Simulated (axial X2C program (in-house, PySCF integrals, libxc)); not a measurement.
# KMg: bond curves with and without spin–orbit coupling

What are the state, bond length, wavenumber and bond energy of KMg, and what does spin–orbit coupling change?

Computed with an in-house X2C program for linear molecules on PySCF integrals. Level: all-electron X2C, K dyall-cv3z, Mg dyall-cv3z.

All values are calculated.

## Step 1: Input

task.json reads:

```json
{
 "zs": [
  19,
  12
 ],
 "q": 0,
 "bas": [
  "dyall-cv3z",
  "dyall-cv3z"
 ],
 "levels": [
  "PBE0",
  "HF",
  "BLYP"
 ],
 "cc": true,
 "r0": 3.35,
 "thr": -2.0,
 "nmax": 90,
 "npts": 10,
 "nst": 2,
 "ntry": 6
}
```

Keys: zs atomic numbers; q charge; bas basis sets; levels methods (HF also brings MP2); cc coupled cluster on or off; r0 starting distance in Å; thr threshold in hartree for freezing inner shells (an s shell follows its p shell); nmax most natural virtual spinors; npts points asked for on the curve; nst determinants followed; ntry starts of the search.

Launch:

```
> python so2c.py task.json out
```

Spin-free means the one-electron spin-free X2C Hamiltonian; two-component (2c) means X2C with spin–orbit coupling and atomic mean-field two-electron Coulomb and Gaunt terms. Basis: K dyall-cv3z contracted to [11s12p6d3f], Mg dyall-cv3z contracted to [9s8p6d3f]; Gaussian nuclei, density fitting. Masses: K 38.964 u, Mg 23.985 u.

Notation: σ, π±, δ± give the projection m of an orbital's angular momentum (0, ±1, ±2), α and β its spin, Λ and M_S the sums; ω is the projection of a spinor's total angular momentum and Ω the sum. Logs are in hartree.

The results follow Hamiltonian by Hamiltonian and level by level.

## Step 2: Search for the lowest determinant

PBE0 moves the distance from 3.350 Å to 3.955 Å and compares determinants there.

Spin-free determinants:

```tsv
ΔE (eV)	state	open shells
0.00	M_S = 1/2, Λ = 0	beyond closed shells: σα
1.04	M_S = 1/2, Λ = 1	beyond closed shells: π+α
2.41	M_S = 3/2, Λ = 1	beyond closed shells: 2 × σα, π+α
2.81	M_S = 3/2, Λ = 0	beyond closed shells: 3 × σα
2.98	M_S = 1/2, Λ = 2	beyond closed shells: δ+α
3.13	M_S = 1/2, Λ = 1	beyond closed shells: 2 × σα, π+β
3.23	M_S = 3/2, Λ = 0	beyond closed shells: σα, π+α, π-α
```

Two-component determinants:

```
ΔE (eV)    state                                  open shells
   0.00  Ω = 1/2                excess of +ω over −ω: ω = 1/2
   1.04  Ω = 3/2                excess of +ω over −ω: ω = 3/2
   2.41  Ω = 5/2   excess of +ω over −ω: 2 × ω = 1/2, ω = 3/2
   2.81  Ω = 3/2            excess of +ω over −ω: 3 × ω = 1/2
   2.98  Ω = 5/2                excess of +ω over −ω: ω = 5/2
   3.13  Ω = 1/2  excess of +ω over −ω: 2 × ω = -1/2, ω = 3/2
   5.26  Ω = 7/2   excess of +ω over −ω: 2 × ω = 1/2, ω = 5/2
```

## Step 3: PBE0, spin-free

State followed: M_S = 1/2, Λ = 0 (beyond closed shells: σα). The scan is laid around 3.955 Å, a first estimate of the minimum, and this SCF restarts from the orbitals of the search.

Output at 3.955 Å:

```text
spin-free X2C-1e  PBE0
basis functions 182  fitting functions 674  grid points 5088
iter        total energy     max residual
   1       -802.353071062     2.74e-06
   2       -802.353071063     1.64e-06
converged
one-electron -1168.24598244  Coulomb 385.25501724  exact exchange -12.22171881  xc functional -37.64668393  nuclear repulsion 30.50629686
```

Along the bond, energies from the lowest point:

```
R (Å)  E (eV)  μ (D)  HOMO (eV)  LUMO (eV)  iterations
3.441  0.0660  -1.81      -2.90      -1.31          10
3.599  0.0252  -1.86      -2.92      -1.34          10
3.718  0.0088  -1.87      -2.94      -1.35          10
3.836  0.0012  -1.87      -2.95      -1.37          10
3.955  0.0000  -1.85      -2.96      -1.39           2
4.093  0.0042  -1.81      -2.98      -1.40          11
4.232  0.0124  -1.75      -2.99      -1.41          10
4.410  0.0263  -1.67      -3.00      -1.42          10
4.627  0.0451  -1.54      -3.01      -1.43          10
4.944  0.0721  -1.33      -3.02      -1.42          11
```

Dipoles are positive if Mg is the positive end.

Outer orbitals at the reference distance:

```
symmetry  occupied  ε (eV)            atomic character
     π+α       yes  -20.84                    100% K p
     π-α       yes  -20.84                    100% K p
      σα       yes  -20.81                    100% K p
     π-β       yes  -20.77                    100% K p
     π+β       yes  -20.77                    100% K p
      σβ       yes  -20.75                    100% K p
      σα       yes   -5.53    78% Mg s, 9% K s, 9% K p
      σβ       yes   -5.30   78% Mg s, 10% K p, 7% K s
      σα       yes   -2.96  63% K s, 30% Mg p, 4% Mg s
      σβ        no   -1.39  55% K s, 38% Mg p, 4% Mg s
      σα        no   -1.07  44% Mg p, 38% K p, 17% K s
     π-α        no   -1.03   57% Mg p, 39% K p, 4% K d
     π+α        no   -1.03   57% Mg p, 39% K p, 4% K d
```

PBE0 fields in the half plane through the axis: z from -2.4 to 6.3 Å across, distance from the axis 0.15 to 2.25 Å upwards; K lies at z = 0 and Mg at z = 3.955 Å; the ELF is damped to zero where the density is low.

log10 density (e/bohr³). Ten even steps from '0' (-3.77 ) to '9' (1.35 ):
```
000011111111111111111111111000
001111111111111111222222211100
011111222222111222222222221110
011122233332222222233333322211
111223444443222223333333332211
111234556554322233334444333221
112234666664332333346765433221
112245679765433333457986433221
```

ELF. Ten even steps from ' ' (0.03 ) to '@' (1.00 ):
```
..::==++**++++====--========--::::::--==**####%%##**==::    
::++****++--::........::--==========**##%%@@@@@@@@@@%%**--  
==****==::..            ..--++++**##%%%%@@@@@@@@@@@@@@@@##--
****++::      ......      ..++##%%%%@@%%%%##%%@@@@@@@@@@%%**
****--..  ..==******--..    ==##%%@@%%++..  ..--%%@@@@@@@@%%
**++..  ..==##%%%%%%##--    --%%@@@@++    ..    ::%%@@@@@@@@
**==..  ::##%%##--##%%**..  ::%%@@%%..  ++%%##..  **@@@@@@@@
**--..  ==%%%%  %%  %%##::  ..%%@@##  ::%%--%%**  --@@@@@@@@
```

Re = 3.922 Å, ωe = 80.3 cm⁻¹, ωexe = 1.08 cm⁻¹, Be = 0.07382 cm⁻¹, De = 0.158 eV, μ = -1.86 D.

## Step 4: HF, spin-free

The SCF at the reference distance of 3.955 Å:

```text
spin-free X2C-1e  HF
basis functions 182  fitting functions 674  grid points 5088
iter        total energy     max residual
   1       -801.371543554     1.34e-01
   2       -801.382757365     3.55e-03
   3       -801.383329232     1.36e-03
   4       -801.383542983     9.91e-04
   5       -801.383675215     7.41e-04
   6       -801.383827270     4.57e-04
   7       -801.383870975     2.82e-04
   8       -801.383887751     1.84e-04
   9       -801.383899347     1.11e-04
  10       -801.383906255     5.36e-05
  11       -801.383908015     2.27e-05
  12       -801.383908154     6.27e-06
  13       -801.383908163     1.47e-06
  14       -801.383908164     3.27e-07
converged
one-electron -1167.80036236  Coulomb 384.83497303  exact exchange -48.92481569  xc functional 0.00000000  nuclear repulsion 30.50629686
```

No constants are quoted: the lowest point is the long end of the scan.

## Step 5: BLYP, spin-free

The SCF at the reference distance of 3.955 Å:

```text
spin-free X2C-1e  BLYP
basis functions 182  fitting functions 674  grid points 5088
iter        total energy     max residual
   1       -802.651119306     4.83e-02
   2       -802.656219087     1.60e-03
   3       -802.656188348     2.39e-03
   4       -802.656293715     6.41e-04
   5       -802.656302834     1.21e-04
   6       -802.656303158     7.96e-05
   7       -802.656303404     1.38e-05
   8       -802.656303424     3.21e-06
   9       -802.656303425     1.02e-06
converged
one-electron -1168.33277501  Coulomb 385.33233757  exact exchange 0.00000000  xc functional -50.16216285  nuclear repulsion 30.50629686
```

Re = 4.041 Å, ωe = 65.8 cm⁻¹, ωexe = 1.4 cm⁻¹, Be = 0.06953 cm⁻¹, De = 0.082 eV, μ = -1.09 D.

## Step 6: Correlated methods, spin-free

Correlated methods: 11 electrons correlated (frozen shells, counted by type: K 2 s, 1 p; Mg 2 s, 1 p), 283 virtual spinors in MP2, 89 natural virtuals in coupled cluster.

Output of the correlated part at 3.955 Å:

```text
correlated 11  virtual 283  natural virtual 89  E(MP2) -0.260540807  MP2 remainder -0.008023424
iter   CCSD correlation   residual
   1     -0.274276159   1.35e-01
   2     -0.283599237   6.46e-02
   3     -0.283766374   2.37e-02
   4     -0.284033209   9.57e-03
   5     -0.284188762   4.19e-03
   6     -0.284221377   1.60e-03
   7     -0.284231467   7.24e-04
   8     -0.284227691   3.93e-04
   9     -0.284229164   1.78e-04
  10     -0.284230232   5.01e-05
  11     -0.284230596   1.98e-05
  12     -0.284230808   7.53e-06
  13     -0.284230859   3.18e-06
  14     -0.284230911   1.64e-06
  15     -0.284230938   8.50e-07
  16     -0.284230950   3.92e-07
(T) -0.007848312  T1 0.0404  D1 0.0932  max T2 0.116
```

T1 in the output is the amplitude norm over the root of the electron number; divide by √2 for the Lee–Taylor value.

MP2: No constants are quoted: the lowest point is the long end of the scan.

CCSD: No constants are quoted: too few points lie around the minimum for a second fit to confirm the first.

CCSD(T): No constants are quoted: too few points lie around the minimum for a second fit to confirm the first.

## Step 7: A higher determinant, spin-free

State: M_S = 1/2, Λ = 1 (beyond closed shells: π+α).

Output at the reference distance:

```text
spin-free X2C-1e  PBE0
basis functions 182  fitting functions 674  grid points 5088
iter        total energy     max residual
   1       -802.314879899     3.35e-06
   2       -802.314879902     3.15e-06
   3       -802.314879903     1.28e-06
converged
one-electron -1167.50234909  Coulomb 384.53160448  exact exchange -12.21784325  xc functional -37.63258890  nuclear repulsion 30.50629686
```

```
R (Å)  E above the lowest PBE0 point (eV)
3.441                               0.844
3.599                               0.890
3.718                               0.935
3.836                               0.986
3.955                               1.039
4.093                               1.103
4.232                               1.166
4.410                               1.243
4.627                               1.327
```

No constants are quoted: the lowest point is the short end of the scan.

## Step 8: The spin-free curves together

Energy (eV) of the followed determinant, spin-free, from each level's lowest point:

```
R (Å)   PBE0     HF    MP2   CCSD  CCSD(T)   BLYP
3.441  0.066  0.203  0.110    n/a      n/a  0.080
3.599  0.025  0.132  0.063  0.053    0.041  0.037
3.718  0.009  0.095  0.041  0.030    0.021  0.017
3.836  0.001  0.068  0.026  0.015    0.009  0.006
3.955  0.000  0.048  0.016  0.006    0.002  0.001
4.093  0.004  0.032  0.009  0.001    0.000  0.000
4.232  0.012  0.021  0.005  0.000    0.001  0.003
4.410  0.026  0.012  0.002  0.002    0.005  0.011
4.627  0.045  0.005  0.000    n/a      n/a  0.022
4.944  0.072  0.000  0.000    n/a      n/a  0.038
```

## Step 9: PBE0, 2c

State followed: Ω = 1/2 (excess of +ω over −ω: ω = 1/2). The scan is laid around 3.955 Å, a first estimate of the minimum, and this SCF restarts from the orbitals of the search.

The SCF at the reference distance of 3.955 Å:

```text
two-component X2C + atomic mean field  PBE0
basis functions 182  fitting functions 674  grid points 5088
iter        total energy     max residual
   1       -802.220115301     1.07e-05
   2       -802.220115302     6.56e-06
converged
one-electron -1167.89613353  Coulomb 385.16122245  exact exchange -12.21896212  xc functional -37.63809221  nuclear repulsion 30.50629686  atomic mean-field constant -0.13444676
```

Along the bond, energies from the lowest point:

```
R (Å)  E (eV)  μ (D)  HOMO (eV)  LUMO (eV)  iterations
3.441  0.0661  -1.80      -2.90      -1.31          10
3.599  0.0253  -1.86      -2.92      -1.34          10
3.718  0.0089  -1.87      -2.94      -1.35          10
3.836  0.0012  -1.87      -2.95      -1.37          10
3.955  0.0000  -1.85      -2.96      -1.39           2
4.093  0.0042  -1.81      -2.98      -1.40          11
4.232  0.0123  -1.75      -2.99      -1.41          10
4.410  0.0262  -1.66      -3.00      -1.42          10
4.627  0.0451  -1.54      -3.01      -1.43          10
4.944  0.0721  -1.33      -3.02      -1.42          11
```

Dipoles are positive if Mg is the positive end.

Outer spinors at the reference distance:

```tsv
ω	occupied	ε (eV)	atomic character	λ mixture
-1/2	yes	-20.98	100% K p	80% π, 20% σ
1/2	yes	-20.95	100% K p	60% π, 40% σ
3/2	yes	-20.75	100% K p	100% π
1/2	yes	-20.70	100% K p	60% σ, 40% π
-3/2	yes	-20.68	100% K p	100% π
-1/2	yes	-20.68	100% K p	80% σ, 20% π
1/2	yes	-5.53	78% Mg s, 9% K s, 9% K p	100% σ
-1/2	yes	-5.31	78% Mg s, 10% K p, 7% K s	100% σ
1/2	yes	-2.96	63% K s, 30% Mg p, 4% Mg s	100% σ
-1/2	no	-1.39	55% K s, 38% Mg p, 4% Mg s	100% σ
1/2	no	-1.07	44% Mg p, 38% K p, 17% K s	100% σ
-1/2	no	-1.04	57% Mg p, 39% K p, 4% K d	100% π
3/2	no	-1.03	57% Mg p, 39% K p, 4% K d	100% π
```

PBE0 fields in the half plane through the axis: z from -2.4 to 6.3 Å across, distance from the axis 0.15 to 2.25 Å upwards; K lies at z = 0 and Mg at z = 3.955 Å; the ELF is damped to zero where the density is low.

log10 density (e/bohr³). Ten even steps from '0' (-3.77 ) to '9' (1.35 ):
```
000011111111111111111111111000
001111111111111111222222211100
011111222222111222222222221110
011122233332222222233333322211
111223444443222223333333332211
111234556554322233334444333221
112234666664332333346765433221
112245679765433333457986433221
```

ELF. Ten even steps from '0' (0.03 ) to '9' (1.00 ):
```
124565544344443222346778764200
256653211112344444678999998630
466421000000135567889999999973
665200011100015788988789999986
663101466631004789851013899998
651014788873003899500100289999
641027873786102898105871069999
631048808087201897028386039999
```

Re = 3.922 Å, ωe = 80.3 cm⁻¹, ωexe = 1.08 cm⁻¹, Be = 0.07381 cm⁻¹, De = 0.158 eV, μ = -1.85 D.

## Step 10: HF, 2c

The SCF at the reference distance of 3.955 Å:

```text
two-component X2C + atomic mean field  HF
basis functions 182  fitting functions 674  grid points 5088
iter        total energy     max residual
   1       -801.238909453     1.34e-01
   2       -801.250118530     3.55e-03
   3       -801.250690092     1.36e-03
   4       -801.250903639     9.90e-04
   5       -801.251035718     7.40e-04
   6       -801.251187400     4.56e-04
   7       -801.251231030     2.82e-04
   8       -801.251247760     1.84e-04
   9       -801.251259325     1.11e-04
  10       -801.251266230     5.35e-05
  11       -801.251267990     2.27e-05
  12       -801.251268130     6.26e-06
  13       -801.251268139     1.46e-06
  14       -801.251268140     1.26e-06
converged
one-electron -1167.45100533  Coulomb 384.74171716  exact exchange -48.91383007  xc functional 0.00000000  nuclear repulsion 30.50629686  atomic mean-field constant -0.13444676
```

No constants are quoted: the lowest point is the long end of the scan.

## Step 11: BLYP, 2c

The SCF at the reference distance of 3.955 Å:

```text
two-component X2C + atomic mean field  BLYP
basis functions 182  fitting functions 674  grid points 5088
iter        total energy     max residual
   1       -802.517886885     4.84e-02
   2       -802.522985893     1.59e-03
   3       -802.522955919     2.38e-03
   4       -802.523059931     6.44e-04
   5       -802.523069109     1.20e-04
   6       -802.523069430     7.93e-05
   7       -802.523069673     1.39e-05
   8       -802.523069693     3.24e-06
   9       -802.523069693     1.03e-06
converged
one-electron -1167.98328308  Coulomb 385.23893087  exact exchange 0.00000000  xc functional -50.15056758  nuclear repulsion 30.50629686  atomic mean-field constant -0.13444676
```

Re = 4.041 Å, ωe = 65.7 cm⁻¹, ωexe = 1.4 cm⁻¹, Be = 0.06952 cm⁻¹, De = 0.082 eV, μ = -1.09 D.

## Step 12: Correlated methods, 2c

Correlated methods: 11 electrons correlated (frozen shells, counted by type: K 2 s, 1 p; Mg 2 s, 1 p), 283 virtual spinors in MP2, 90 natural virtuals in coupled cluster.

Output of the correlated part at 3.955 Å:

```text
correlated 11  virtual 283  natural virtual 90  E(MP2) -0.260614123  MP2 remainder -0.007941313
iter   CCSD correlation   residual
   1     -0.274374030   1.35e-01
   2     -0.283704929   6.46e-02
   3     -0.283860626   2.36e-02
   4     -0.284122166   9.56e-03
   5     -0.284281019   4.18e-03
   6     -0.284314054   1.61e-03
   7     -0.284323233   7.25e-04
   8     -0.284319557   3.94e-04
   9     -0.284321068   1.81e-04
  10     -0.284322243   5.11e-05
  11     -0.284322608   2.00e-05
  12     -0.284322814   7.56e-06
  13     -0.284322865   3.20e-06
  14     -0.284322916   1.64e-06
  15     -0.284322946   8.62e-07
  16     -0.284322958   3.92e-07
(T) -0.007860940  T1 0.0404  D1 0.0932  max T2 0.116
```

MP2: No constants are quoted: the lowest point is the long end of the scan.

CCSD: No constants are quoted: too few points lie around the minimum for a second fit to confirm the first.

CCSD(T): No constants are quoted: too few points lie around the minimum for a second fit to confirm the first.

## Step 13: A higher determinant, 2c

State: Ω = 3/2 (excess of +ω over −ω: ω = 3/2).

Output at the reference distance:

```text
two-component X2C + atomic mean field  PBE0
basis functions 182  fitting functions 674  grid points 5088
iter        total energy     max residual
   1       -802.181839760     1.12e-05
   2       -802.181839762     7.35e-06
converged
one-electron -1167.15098540  Coulomb 384.43637354  exact exchange -12.21508902  xc functional -37.62398898  nuclear repulsion 30.50629686  atomic mean-field constant -0.13444676
```

```
R (Å)  E above the lowest PBE0 point (eV)
3.441                               0.847
3.599                               0.893
3.718                               0.938
3.836                               0.988
3.955                               1.042
4.093                               1.105
4.232                               1.168
4.410                               1.245
4.627                               1.329
```

No constants are quoted: the lowest point is the short end of the scan.

## Step 14: The 2c curves together

Energy (eV) of the followed determinant, 2c, from each level's lowest point:

```
R (Å)   PBE0     HF    MP2   CCSD  CCSD(T)   BLYP
3.441  0.066  0.203  0.110    n/a      n/a  0.080
3.599  0.025  0.132  0.063  0.052    0.040  0.037
3.718  0.009  0.095  0.041  0.030    0.020  0.017
3.836  0.001  0.068  0.026  0.015    0.008  0.006
3.955  0.000  0.048  0.016  0.006    0.002  0.001
4.093  0.004  0.032  0.009  0.001    0.000  0.000
4.232  0.012  0.021  0.005  0.000    0.001  0.003
4.410  0.026  0.012  0.002  0.002    0.006  0.011
4.627  0.045  0.005  0.000    n/a      n/a  0.022
4.944  0.072  0.000  0.000    n/a      n/a  0.038
```

The whole job took 3 min on 1 thread, shared host.

## Step 15: Constants

Lowest determinant that the search found at its distance, spin-free: M_S = 1/2, Λ = 0 (beyond closed shells: σα).

Lowest determinant that the search found at its distance, 2c: Ω = 1/2 (excess of +ω over −ω: ω = 1/2).

| Hamiltonian | level | Re (Å) | ωe (cm⁻¹) | De (eV) | μ (D) |
| --- | --- | --- | --- | --- | --- |
| spin-free | PBE0 | 3.922 | 80.3 | 0.158 | -1.86 |
| spin-free | BLYP | 4.041 | 65.8 | 0.082 | -1.09 |
| 2c | PBE0 | 3.922 | 80.3 | 0.158 | -1.85 |
| 2c | BLYP | 4.041 | 65.7 | 0.082 | -1.09 |

Dipoles are positive if Mg is the positive end. No constants: spin-free HF (the lowest point is the long end of the scan); spin-free MP2 (the lowest point is the long end of the scan); spin-free CCSD (too few points lie around the minimum for a second fit to confirm the first); spin-free CCSD(T) (too few points lie around the minimum for a second fit to confirm the first); 2c HF (the lowest point is the long end of the scan); 2c MP2 (the lowest point is the long end of the scan); 2c CCSD (too few points lie around the minimum for a second fit to confirm the first); 2c CCSD(T) (too few points lie around the minimum for a second fit to confirm the first).

Time per point (s) on 1 thread, shared host (2c runs); the times are rough: PBE0 0.64, BLYP 0.4.

**Reading.** At PBE0, going from spin-free to two-component changes Re by 0 mÅ, ωe by 0.0 %; the spin-free picture holds up (part of it comes from the scalar share of the two-electron terms). De moves by 0.00 eV; both De rest on single-determinant atoms, which can miss part of an open shell's spin–orbit lowering.

De refers to K + Mg, each in the lowest determinant found, which need not be this curve's own limit. The state is a single determinant with fixed occupations, the lowest that a limited PBE0 search found. Dissociation energies refer to the lowest single-determinant-based atoms at the same level and basis. Density functionals use the spin component along the axis (collinear).
